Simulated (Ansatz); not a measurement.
# C3H7ClOZn: taking an electron away

The task here is to estimate one member of a computed series from the others.

The runs use Ansatz 0.2.0, Gaussian basis; unrestricted cation, the program's frozen cores in correlated methods.

The runs, in order: UKS PBE-D4/def2-TZVPP; UKS r2SCAN-D4/def2-TZVPP; UKS PBE0-D4/def2-TZVPP; UKS B3LYP-D4/def2-TZVPP; UKS wB97X-V/def2-TZVPP; UKS wB97M-V/def2-TZVPP; UKS B2PLYP (frozen core with 3s3p of Cu, Zn)/def2-TZVPP; UHF-CCSD(T) with 3s3p of Cu, Zn/def2-TZVPP; UHF-MP2 with 3s3p of Cu, Zn/def2-QZVPP; extrapolation to the limit; then −ε(HOMO) from the neutral's earlier runs with LDA (SPW92), PBE-D4, revPBE-D4, BLYP-D4, r2SCAN-D4, B97M-V, PBE0-D4, B3LYP-D4, r2SCANh-D4, r2SCAN0-D4, HSE06-D4, BHLYP-D4, CAM-B3LYP-D4, LC-ωPBE, ωB97X-V, ωB97M-V.

**The geometry**

The geometry comes from an earlier relaxation with PBE0-D4 in a triple-zeta def2 set; it is a stationary point, not always the lowest conformer.

SMILES `CC(C)[O][Zn][Cl]`, 13 atoms, charge 0, spin multiplicity 1.

Atoms are counted from 1 here; the program's logs count them from 0.

Bond lengths: C1–C2 1.517 Å, C1–H7 1.093 Å, C1–H8 1.098 Å, C1–H9 1.091 Å, C2–C3 1.517 Å, C2–O4 1.407 Å, C2–H10 1.100 Å, C3–H11 1.098 Å, C3–H12 1.093 Å, C3–H13 1.091 Å, O4–Zn5 1.771 Å, Zn5–Cl6 2.086 Å. Angles: C2–C1–H7 111.7°, C2–C1–H8 110.2°, C2–C1–H9 110.4°, H7–C1–H8 107.5°, H7–C1–H9 108.5°, H8–C1–H9 108.3°, C1–C2–C3 111.7°, C1–C2–O4 111.4°, C1–C2–H10 108.2°, C3–C2–O4 111.4°, C3–C2–H10 108.2°, O4–C2–H10 105.6°, C2–C3–H11 110.3°, C2–C3–H12 111.7°, C2–C3–H13 110.4°, H11–C3–H12 107.5°, H11–C3–H13 108.3°, H12–C3–H13 108.5° and more.

Set-up of the first run:

in.yaml reads:

```yaml
crystal:
  periodic: [false, false, false]
  atoms:
    - {symbol: C, position_ang: [-0.643844, -0.255586, 1.259514]}
    - {symbol: C, position_ang: [0.600884, 0.101827, 0.468938]}
    - {symbol: C, position_ang: [0.923152, -0.949328, -0.576631]}
    - {symbol: O, position_ang: [0.492419, 1.380799, -0.107047]}
    - {symbol: Zn, position_ang: [-0.749322, 1.786143, -1.302539]}
    - {symbol: Cl, position_ang: [-2.145403, 2.424911, -2.715278]}
    - {symbol: H, position_ang: [-0.527870, -1.205824, 1.787202]}
    - {symbol: H, position_ang: [-1.505857, -0.354773, 0.586414]}
    - {symbol: H, position_ang: [-0.867432, 0.522802, 1.991262]}
    - {symbol: H, position_ang: [1.447213, 0.162698, 1.168180]}
    - {symbol: H, position_ang: [0.084128, -1.059019, -1.276485]}
    - {symbol: H, position_ang: [1.103265, -1.927497, -0.123172]}
    - {symbol: H, position_ang: [1.809167, -0.661952, -1.145558]}
basis:
  gaussian: {orbitals: def2-TZVPP}
total_charge: 1
magnetization: {spin_polarized: true, initial_magnetization: 1}
hamiltonian: {xc: pbe, dispersion: d4}
```

Command:

```console
> ansatz run in.yaml --threads 2 --pin off --events-out ev --progress --plain --max-ram 32768MiB --backend cuda --devices 0, --max-vram 18GiB
```

Steps of the session up to this table: Cation, UKS PBE-D4/def2-TZVPP; Cation, UKS r2SCAN-D4/def2-TZVPP; Cation, UKS PBE0-D4/def2-TZVPP; Cation, UKS B3LYP-D4/def2-TZVPP; Cation, UKS wB97X-V/def2-TZVPP; Cation, UKS wB97M-V/def2-TZVPP; Cation, UKS B2PLYP (frozen core with 3s3p of Cu, Zn)/def2-TZVPP; Cation, UHF-CCSD(T) with 3s3p of Cu, Zn/def2-TZVPP; Cation, UHF-MP2 with 3s3p of Cu, Zn/def2-QZVPP.

One of the session's tables, all rows but one given; the rest of the session is left out.

It belongs to the step «Ionisation energies side by side». Orbital estimates, from the neutral's runs:

```
  functional  −ε(HOMO) (eV)
 LDA (SPW92)           6.44
      PBE-D4           6.22
   revPBE-D4           6.13
     BLYP-D4           6.12
   r2SCAN-D4           6.50
      B97M-V           6.64
     PBE0-D4           7.70
    B3LYP-D4              ?
  r2SCANh-D4           7.06
  r2SCAN0-D4           7.91
    HSE06-D4           7.29
    BHLYP-D4           9.14
CAM-B3LYP-D4           9.16
     LC-ωPBE          10.47
     ωB97X-V          10.15
     ωB97M-V          10.10
```

Q: Estimate the row for B3LYP-D4 from the others.

Worked estimate for «−ε(HOMO) (eV)». Against the share of exact exchange, BLYP-D4 (0, 6.12), BHLYP-D4 (0.5, 9.14) give a slope of 6.04 per unit share; at 0.2 the line stands at 7.33.

As computed: −ε(HOMO) (eV): 7.47. In «−ε(HOMO) (eV)» the line misses by -0.14.
